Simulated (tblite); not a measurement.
**C3H2ClF (SMILES C=C=C(F)Cl) at GFN1-xTB**

Aim: the electronic atomisation energy of C3H2ClF at GFN1-xTB, from 5 runs. The job is set up through a Python script.

Program for the calculation: tblite 0.8.0.

14 further runs of the same task are left out: 14 set aside as unsound or not needed.

## Step 1: The system as given

C3H2ClF: 7 atoms, total charge 0, spin state singlet. As SMILES, `C=C=C(F)Cl`. The shape was relaxed beforehand at GFN1-xTB.

Bond lengths: C1–C2 1.301 Å, C2–C3 1.298 Å, C3–F4 1.336 Å, C3–Cl5 1.713 Å, C1–H6 1.085 Å, C1–H7 1.085 Å. Angles: C1–C2–C3 178.0°, C2–C3–F4 122.0°, C2–C3–Cl5 125.3°, F4–C3–Cl5 112.7°, C2–C1–H6 122.3°, C2–C1–H7 122.3°, H6–C1–H7 115.3°.

## Step 2: The harmonic vibrations at GFN1-xTB

molecule.xyz reads:

```xyz
7
start geometry
C     -0.376055    -1.039676     0.819386
C     -0.010811    -0.097030     0.000949
C      0.346520     0.873518    -0.783719
F      0.727233     0.660182    -2.046290
Cl     0.389534     2.530538    -0.351892
H      0.329828    -1.558875     1.458630
H     -1.406239    -1.368647     0.902925
```

job.py reads:

```python
"""GFN1-xTB harmonic vibrations"""
import json
import numpy as np
from tblite.interface import Calculator
from tblite.interface import symbols_to_numbers
from ase.data import atomic_masses

symbols = list(map(str, np.loadtxt("molecule.xyz", skiprows=2, usecols=0, dtype=str, ndmin=1)))
numbers = np.array(symbols_to_numbers(symbols))
positions = np.loadtxt("molecule.xyz", skiprows=2, usecols=(1, 2, 3), ndmin=2) / 0.529177210903

calculator = Calculator("GFN1-xTB", numbers, positions, charge=0, uhf=0)
calculator.set("verbosity", 0)
calculator.set("accuracy", 0.01)
result = calculator.singlepoint()
h = 0.005  # bohr
n = positions.size
H, D = np.zeros((n, n)), np.zeros((n, 3))
for a in range(n):
    g, d = [], []
    for sign in (1, -1):
        x = positions.ravel().copy()
        x[a] += sign * h
        calculator.update(x.reshape(-1, 3))
        y = calculator.singlepoint()
        g.append(y.get('gradient').ravel())
        d.append(y.get('dipole'))
    H[a], D[a] = (g[0] - g[1]) / (2 * h), (d[0] - d[1]) / (2 * h)
mass = np.repeat(atomic_masses[numbers], 3)
H = (H + H.T) / 2 / np.sqrt(np.outer(mass, mass))
# project out translations and rotations
com = positions - atomic_masses[numbers] @ positions / atomic_masses[numbers].sum()
T = [np.tile(v, len(numbers)) for v in np.eye(3)] + [np.cross(com, v).ravel() for v in np.eye(3)]
U, sv, _ = np.linalg.svd((np.array(T) * np.sqrt(mass)).T)
Q = U[:, (sv > 1e-3 * sv.max()).sum():]
w, V = np.linalg.eigh(Q.T @ H @ Q)
freq = np.sign(w) * np.sqrt(np.abs(w)) * 5140.487
inten = (((Q @ V).T / np.sqrt(mass)) @ D) ** 2
inten = inten.sum(axis=1) * 974.88
print(f"E = {result.get('energy'):.8f} Eh, max gradient {np.abs(result.get('gradient')).max():.2e} Eh/bohr")
print("mode   frequency/cm^-1   IR/(km/mol)")
for i, (v, s) in enumerate(zip(freq, inten), 1):
    print(f"{i:4d} {v:14.2f} {s:14.3f}")
zpe = freq[freq > 0].sum() / 2 / 219474.63
print(f"imaginary modes: {(freq < -10).sum()}, zero-point energy {zpe:.6f} Eh = {zpe * 2625.4996:.4f} kJ/mol")
out = {k: np.asarray(result.get(k)).tolist() for k in ("energy", "gradient", "charges", "dipole", "orbital-energies", "orbital-occupations")}
out.update(symbols=symbols, positions=(positions * 0.529177210903).tolist(), frequencies=freq.tolist(), intensities=inten.tolist(), zpe=zpe)
json.dump(out, open("results.json", "w"))
```

On the command line:

```sh
python job.py
```

Log:

```text
E = -16.73259232 Eh, max gradient 1.00e-05 Eh/bohr
mode   frequency/cm^-1   IR/(km/mol)
   1         136.64          0.032
   2         208.73          1.842
   3         343.02          6.520
   4         395.22         11.065
   5         507.14          3.834
   6         600.35          0.973
   7         657.95         29.512
   8         870.56         23.344
   9         977.32          4.067
  10        1049.21        236.573
  11        1283.38        101.518
  12        1440.40         95.039
  13        2080.07         13.817
  14        3071.39         10.791
  15        3096.84          2.701
imaginary modes: 0, zero-point energy 0.038087 Eh = 99.9972 kJ/mol
```

It took 0.42 s on 1 thread of Intel Xeon at 2.70GHz, shared host.

## Step 3: The C atom: the energy at GFN1-xTB

molecule.xyz reads:

```xyz
1

C      0.000000     0.000000     0.000000
```

xtb_job.py reads:

```python
import json
import numpy as np
from tblite.interface import Calculator
from tblite.interface import symbols_to_numbers

symbols = list(map(str, np.loadtxt("molecule.xyz", skiprows=2, usecols=0, dtype=str, ndmin=1)))
numbers = np.array(symbols_to_numbers(symbols))
positions = np.loadtxt("molecule.xyz", skiprows=2, usecols=(1, 2, 3), ndmin=2) / 0.529177210903

calc = Calculator("GFN1-xTB", numbers, positions, charge=0, uhf=2)
calc.set("accuracy", 0.1)
calc.add("spin-polarization", 1.0)
result = calc.singlepoint()

print(f"Energy: {result.get('energy') * 2625.4996:.8f} kJ/mol")
eps = np.atleast_2d(result.get("orbital-energies")) * 27.211386
occ = np.atleast_2d(result.get("orbital-occupations"))
filled = occ.sum(axis=0) if eps.shape[0] == 1 else occ[0]
homo = np.nonzero(filled > 0.5)[0].max()
print("  MO   occupation   energy/eV")
for i in range(max(0, homo - 4), min(eps.shape[1], homo + 5)):
    print(f"{i + 1:4d} {filled[i]:10.4f} {eps[0, i]:12.4f}")
mu = result.get("dipole") * 2.541746
print(f"|mu|: {np.linalg.norm(mu):.4f} D, components " + " ".join(f"{c:.4f}" for c in mu))
q = result.get("charges")
print("Charges:", " ".join(f"{s}{i + 1}={c:+.4f}" for i, (s, c) in enumerate(zip(symbols, q))))
out = {k: np.asarray(result.get(k)).tolist() for k in ("energy", "gradient", "charges", "dipole", "orbital-energies", "orbital-occupations")}
out.update(symbols=symbols, positions=(positions * 0.529177210903).tolist())
json.dump(out, open("results.json", "w"))
```

On the command line:

```sh
python xtb_job.py
```

Log:

```text
------------------------------------------------------------
  cycle        total energy    energy error   density error
------------------------------------------------------------
      1     -1.784671808014  -1.7846718E+00   1.0000000E+00
      2     -1.784671808014   0.0000000E+00   6.0000000E-01
      3     -1.784671808014   0.0000000E+00   3.5996400E-05
      4     -1.784671808014   0.0000000E+00   1.1191048E-13
------------------------------------------------------------

 total:                                   0.001 sec
Energy: -4685.65511807 kJ/mol
  MO   occupation   energy/eV
   1     1.0000     -14.9491
   2     0.6667     -11.2868
   3     0.6667     -11.2868
   4     0.6667     -11.2868
|mu|: 0.0000 D, components 0.0000 0.0000 0.0000
Charges: C1=+0.0000
```

Wall time 0.16 s (1 thread of Intel Xeon at 2.70GHz, shared host).

## Step 4: The Cl atom: a single-point energy at GFN1-xTB

calc.py reads:

```python
"""GFN1-xTB single point"""
import json
import numpy as np
from tblite.interface import Calculator
from tblite.interface import symbols_to_numbers

geometry = """
Cl     0.000000     0.000000     0.000000
"""
lines = [l.split() for l in geometry.strip().splitlines()]
symbols = [l[0] for l in lines]
numbers = np.array(symbols_to_numbers(symbols))
positions = np.array([l[1:4] for l in lines], float) / 0.529177210903

xtb = Calculator("GFN1-xTB", numbers, positions, charge=0, uhf=1)
xtb.set("verbosity", 0)
xtb.set("accuracy", 0.1)
xtb.add("spin-polarization", 1.0)
sp = xtb.singlepoint()

print(f"Total energy: {sp.get('energy') * 27.211386:.8f} eV")
eps = np.atleast_2d(sp.get("orbital-energies")) * 27.211386
occ = np.atleast_2d(sp.get("orbital-occupations"))
filled = occ.sum(axis=0) if eps.shape[0] == 1 else occ[0]
homo = np.nonzero(filled > 0.5)[0].max()
print("  MO   occupation   energy/eV")
for i in range(max(0, homo - 4), min(eps.shape[1], homo + 5)):
    print(f"{i + 1:4d} {filled[i]:10.4f} {eps[0, i]:12.4f}")
mu = sp.get("dipole") * 2.541746
print(f"dipole: {np.linalg.norm(mu):.4f} D, components " + " ".join(f"{c:.4f}" for c in mu))
q = sp.get("charges")
print("Charges:", " ".join(f"{s}{i + 1}={c:+.4f}" for i, (s, c) in enumerate(zip(symbols, q))))
out = {k: np.asarray(sp.get(k)).tolist() for k in ("energy", "gradient", "charges", "dipole", "orbital-energies", "orbital-occupations")}
out.update(symbols=symbols, positions=(positions * 0.529177210903).tolist())
json.dump(out, open("results.json", "w"))
```

Run the same way, it converges to -4.17438 Eh (log not shown).

## Step 5: The F atom: the energy at GFN1-xTB

calc.py reads:

```python
"""GFN1-xTB single point"""
import json
import numpy as np
from tblite.interface import Calculator

symbols = ["F"]
numbers = np.array([9])
positions = np.array([  # bohr
    [0.000000, 0.000000, 0.000000],
])

xtb = Calculator("GFN1-xTB", numbers, positions, charge=0, uhf=1)
xtb.set("verbosity", 0)
xtb.set("accuracy", 0.1)
xtb.add("spin-polarization", 1.0)
wfn = xtb.singlepoint()

print(f"Total energy: {wfn.get('energy'):.8f} Eh")
eps = np.atleast_2d(wfn.get("orbital-energies")) * 27.211386
occ = np.atleast_2d(wfn.get("orbital-occupations"))
filled = occ.sum(axis=0) if eps.shape[0] == 1 else occ[0]
homo = np.nonzero(filled > 0.5)[0].max()
print(f"HOMO {eps[0, homo]:.4f} eV")
if homo + 1 < eps.shape[1]:
    print(f"LUMO {eps[0, homo + 1]:.4f} eV, gap {eps[0, homo + 1] - eps[0, homo]:.4f} eV")
mu = wfn.get("dipole") * 2.541746
print(f"|mu|: {np.linalg.norm(mu):.4f} D, components " + " ".join(f"{c:.4f}" for c in mu))
q = wfn.get("charges")
print("Charges:", " ".join(f"{s}{i + 1}={c:+.4f}" for i, (s, c) in enumerate(zip(symbols, q))))
out = {k: np.asarray(wfn.get(k)).tolist() for k in ("energy", "gradient", "charges", "dipole", "orbital-energies", "orbital-occupations")}
out.update(symbols=symbols, positions=(positions * 0.529177210903).tolist())
json.dump(out, open("results.json", "w"))
```

On the command line:

```sh
python calc.py
```

Log:

```text
Total energy: -5.01190735 Eh
HOMO -18.0887 eV
|mu|: 0.0000 D, components 0.0000 0.0000 0.0000
Charges: F1=+0.0000
```

Wall time 0.2 s (1 thread of Intel Xeon at 2.70GHz, shared host).

## Step 6: The H atom: a single-point energy at GFN1-xTB

geom.xyz reads:

```xyz
1
start geometry
H      0.000000     0.000000     0.000000
```

script.py reads:

```python
"""GFN1-xTB single point"""
import json
import numpy as np
from tblite.interface import Calculator
from tblite.interface import symbols_to_numbers

symbols = list(map(str, np.loadtxt("geom.xyz", skiprows=2, usecols=0, dtype=str, ndmin=1)))
numbers = np.array(symbols_to_numbers(symbols))
positions = np.loadtxt("geom.xyz", skiprows=2, usecols=(1, 2, 3), ndmin=2) / 0.52917721

calc = Calculator("GFN1-xTB", numbers, positions, charge=0, uhf=1)
calc.set("verbosity", 0)
calc.set("accuracy", 0.1)
calc.add("spin-polarization", 1.0)
wfn = calc.singlepoint()

print(f"total energy: {wfn.get('energy') * 2625.4996:.8f} kJ/mol")
eps = np.atleast_2d(wfn.get("orbital-energies")) * 27.211386
occ = np.atleast_2d(wfn.get("orbital-occupations"))
filled = occ.sum(axis=0) if eps.shape[0] == 1 else occ[0]
homo = np.nonzero(filled > 0.5)[0].max()
print(f"HOMO {eps[0, homo]:.4f} eV")
if homo + 1 < eps.shape[1]:
    print(f"LUMO {eps[0, homo + 1]:.4f} eV, gap {eps[0, homo + 1] - eps[0, homo]:.4f} eV")
mu = wfn.get("dipole") * 2.541746
print(f"dipole: {np.linalg.norm(mu):.4f} D, components " + " ".join(f"{c:.4f}" for c in mu))
q = wfn.get("charges")
print("Charges:", " ".join(f"{s}{i + 1}={c:+.4f}" for i, (s, c) in enumerate(zip(symbols, q))))
out = {k: np.asarray(wfn.get(k)).tolist() for k in ("energy", "gradient", "charges", "dipole", "orbital-energies", "orbital-occupations")}
out.update(symbols=symbols, positions=(positions * 0.529177210903).tolist())
json.dump(out, open("results.json", "w"))
```

On the command line:

```sh
python script.py
```

Log:

```text
total energy: -1147.97862905 kJ/mol
HOMO -12.8725 eV
LUMO -4.1209 eV, gap 8.7516 eV
dipole: 0.0000 D, components 0.0000 0.0000 0.0000
Charges: H1=+0.0000
```

Run time: 0.2 s. Hardware: 1 thread of Intel Xeon at 2.70GHz, shared host.

## Step 7: Outcome

Level: GFN1-xTB.

```
                                      quantity         value
                        molecule: total energy  -16.73259 Eh
                       molecule: dipole moment        2.15 D
                         molecule: HOMO energy     -11.68 eV
                         molecule: LUMO energy      -7.60 eV
                       molecule: HOMO–LUMO gap       4.08 eV
            molecule: largest force on an atom    0.001 eV/Å
          molecule: lowest harmonic wavenumber      137 cm⁻¹
         molecule: highest harmonic wavenumber     3097 cm⁻¹
                   molecule: zero-point energy  100.0 kJ/mol
                          C atom: total energy   -1.78467 Eh
                         C atom: dipole moment        0.00 D
 C atom: HOMO energy (as the program lists it)     -11.29 eV
              C atom: largest force on an atom    0.000 eV/Å
                         Cl atom: total energy   -4.17438 Eh
                        Cl atom: dipole moment        0.00 D
Cl atom: HOMO energy (as the program lists it)     -13.32 eV
Cl atom: LUMO energy (as the program lists it)      -1.53 eV
             Cl atom: largest force on an atom    0.000 eV/Å
                          F atom: total energy   -5.01191 Eh
                         F atom: dipole moment        0.00 D
 F atom: HOMO energy (as the program lists it)     -18.09 eV
              F atom: largest force on an atom    0.000 eV/Å
                          H atom: total energy   -0.43724 Eh
                         H atom: dipole moment        0.00 D
 H atom: HOMO energy (as the program lists it)     -12.87 eV
              H atom: largest force on an atom    0.000 eV/Å
                 electronic atomisation energy     35.859 eV
```

Taking the molecule apart into free atoms costs 35.86 eV (827 kcal/mol), before zero-point energy and without spin-orbit coupling. Tight-binding and semi-empirical models aren't fitted to free atoms, so this value can be far from the true one. All 15 modes (molecule) are real, so the shape is a minimum at this level. Mulliken charges (molecule) run from -0.24 on F4 to +0.31 on C3.
